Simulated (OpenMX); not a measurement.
MoSe:

```
Mo Se
1.0
     0.00000    2.89288    2.89288
     2.89288    0.00000    2.89288
     2.89288    2.89288    0.00000
Mo Se
1 1
Cartesian
  0.0000 0.0000 0.0000
  2.8929 2.8929 2.8929
```

The cell was built by a generator and needn't be a form met in nature.

Base run:

| Property | Result |
| --- | --- |
| Program | OpenMX 3.8.5 |
| Functional | PBE |
| Potentials or basis | OpenMX 2013 PBE set, Mo7.0-s3p2d2, Se7.0-s3p2d2, grid cutoff 400 Ry |
| k mesh | 7 × 7 × 7 |
| Occupations | fermi-dirac, width 0.05 eV |
| Spin | no spin polarisation |

Its results: band gap on the k mesh none (metal or under the smearing width); pressure -19.5 GPa.

The run is repeated on the same cell with these changes: dispersion from none to D4. What comes out?

Band gap on the k mesh none (metal or under the smearing width); pressure -22.1 GPa.

Dispersion adds attraction, which lowers the pressure at fixed volume and, as a term added to the energy, leaves the levels alone.

Caveats: the basis of atomic orbitals isn't converged, which shifts pressures, moduli and gaps; pairwise dispersion overbinds metals, which lowers pressure and volume (some runs).

Not every run made on this cell is shown here.
